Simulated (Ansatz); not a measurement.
# Zn16SeO15: the cost of one run

Method: DFT, PBE, plane-wave PAW, default files, scalar-relativistic, as far as a step names no other, in Ansatz 0.2.0.

## (1) The structure to begin with

The structure is trigonal, space group P3m1 (No. 156). The conventional cell has a = 6.499 Å, b = 6.499 Å, c = 10.411 Å, α = 90.00°, β = 90.00°, γ = 120.00°. Around Zn (site symmetry m) lie 3 O at 1.97 to 1.98 Å and 1 Se at 1.98 Å. Zn (site symmetry m) has 4 O at 1.97 to 1.98 Å as nearest neighbours. Zn (site symmetry 3m) is surrounded by 4 O at 1.97 to 1.98 Å. Zn (site symmetry 3m) is surrounded by 1 Se at 1.97 Å and 3 O at 1.98 Å. Only part of the 16 independent sites is listed.

As a file:

```cif
data_structure
_symmetry_space_group_name_H-M 'P3m1'
_symmetry_Int_Tables_number 156
_cell_length_a 6.4986
_cell_length_b 6.4986
_cell_length_c 10.4114
_cell_angle_alpha 90.000
_cell_angle_beta 90.000
_cell_angle_gamma 120.000
_cell_volume 380.79
loop_
_atom_site_label
_atom_site_type_symbol
_atom_site_symmetry_multiplicity
_atom_site_Wyckoff_symbol
_atom_site_fract_x
_atom_site_fract_y
_atom_site_fract_z
_atom_site_occupancy
Zn1 Zn 3 d 0.83333 0.16667 0.25000 1
Zn2 Zn 3 d 0.83333 0.16667 0.75000 1
Zn3 Zn 1 b 0.33333 0.66667 0.25000 1
Zn4 Zn 1 b 0.33333 0.66667 0.75000 1
Zn5 Zn 1 a 0.00000 0.00000 0.00000 1
Zn6 Zn 1 a 0.00000 0.00000 0.50000 1
Zn7 Zn 3 d 0.00000 0.50000 0.00000 1
Zn8 Zn 3 d 0.00000 0.50000 0.50000 1
Se1 Se 1 a 0.00000 0.00000 0.18951 1
O1 O 1 a 0.00000 0.00000 0.68951 1
O2 O 3 d 0.00000 0.50000 0.18951 1
O3 O 3 d 0.00000 0.50000 0.68951 1
O4 O 3 d 0.83333 0.16667 0.43951 1
O5 O 3 d 0.83333 0.16667 0.93951 1
O6 O 1 b 0.33333 0.66667 0.43951 1
O7 O 1 b 0.33333 0.66667 0.93951 1
```

Atom 17 of the input is the impurity.

## (2) Gradients at the starting positions

input.yaml reads:

```yaml
crystal:
  lattice:
    - [6.498616, 0.0, 0.0]
    - [-3.249308, 5.6279665454, 0.0]
    - [0.0, 0.0, 10.411418]
  atoms:
    - { symbol: Zn, position: [0.1666666666, 0.3333333334, 0.25] }
    - { symbol: Zn, position: [0.1666666666, 0.3333333334, 0.75] }
    - { symbol: Zn, position: [0.1666666666, 0.8333333334, 0.25] }
    - { symbol: Zn, position: [0.1666666666, 0.8333333334, 0.75] }
    - { symbol: Zn, position: [0.6666666666, 0.3333333334, 0.25] }
    - { symbol: Zn, position: [0.6666666666, 0.3333333334, 0.75] }
    - { symbol: Zn, position: [0.6666666666, 0.8333333334, 0.25] }
    - { symbol: Zn, position: [0.6666666666, 0.8333333334, 0.75] }
    - { symbol: Zn, position: [0.3333333334, 0.1666666666, 0.0] }
    - { symbol: Zn, position: [0.3333333334, 0.1666666666, 0.5] }
    - { symbol: Zn, position: [0.3333333334, 0.6666666666, 0.0] }
    - { symbol: Zn, position: [0.3333333334, 0.6666666666, 0.5] }
    - { symbol: Zn, position: [0.8333333334, 0.1666666666, 0.0] }
    - { symbol: Zn, position: [0.8333333334, 0.1666666666, 0.5] }
    - { symbol: Zn, position: [0.8333333334, 0.6666666666, 0.0] }
    - { symbol: Zn, position: [0.8333333334, 0.6666666666, 0.5] }
    - { symbol: Se, position: [0.3333333334, 0.1666666666, 0.189505] }
    - { symbol: O, position: [0.3333333334, 0.1666666666, 0.689505] }
    - { symbol: O, position: [0.3333333334, 0.6666666666, 0.189505] }
    - { symbol: O, position: [0.3333333334, 0.6666666666, 0.689505] }
    - { symbol: O, position: [0.8333333334, 0.1666666666, 0.189505] }
    - { symbol: O, position: [0.8333333334, 0.1666666666, 0.689505] }
    - { symbol: O, position: [0.8333333334, 0.6666666666, 0.189505] }
    - { symbol: O, position: [0.8333333334, 0.6666666666, 0.689505] }
    - { symbol: O, position: [0.1666666666, 0.3333333334, 0.439505] }
    - { symbol: O, position: [0.1666666666, 0.3333333334, 0.939505] }
    - { symbol: O, position: [0.1666666666, 0.8333333334, 0.439505] }
    - { symbol: O, position: [0.1666666666, 0.8333333334, 0.939505] }
    - { symbol: O, position: [0.6666666666, 0.3333333334, 0.439505] }
    - { symbol: O, position: [0.6666666666, 0.3333333334, 0.939505] }
    - { symbol: O, position: [0.6666666666, 0.8333333334, 0.439505] }
    - { symbol: O, position: [0.6666666666, 0.8333333334, 0.939505] }
kpoints:
  mp_grid: { grid: [3, 3, 2] }
scf:
  occupations: { method: fermi_dirac, width: 0.01 }
hamiltonian:
  xc: pbe
  pseudopotentials: { kind: paw }
output:
  forces: true
  stress: true
  populations: true
  efg:
    quadrupole_moments_barn: { Zn: 0.122, O: -0.02558 }
    contact_densities: true
```

Started as:

```
$ ansatz run input.yaml --threads 1 --pin off --max-ram 3072MiB --backend cpu --events-out ev --progress --plain --runs-dir out
```

Q: Estimate wall time and peak memory on 1 thread of Arm Neoverse V2, shared host.

About 66 s, with a peak of 0.89 GiB.
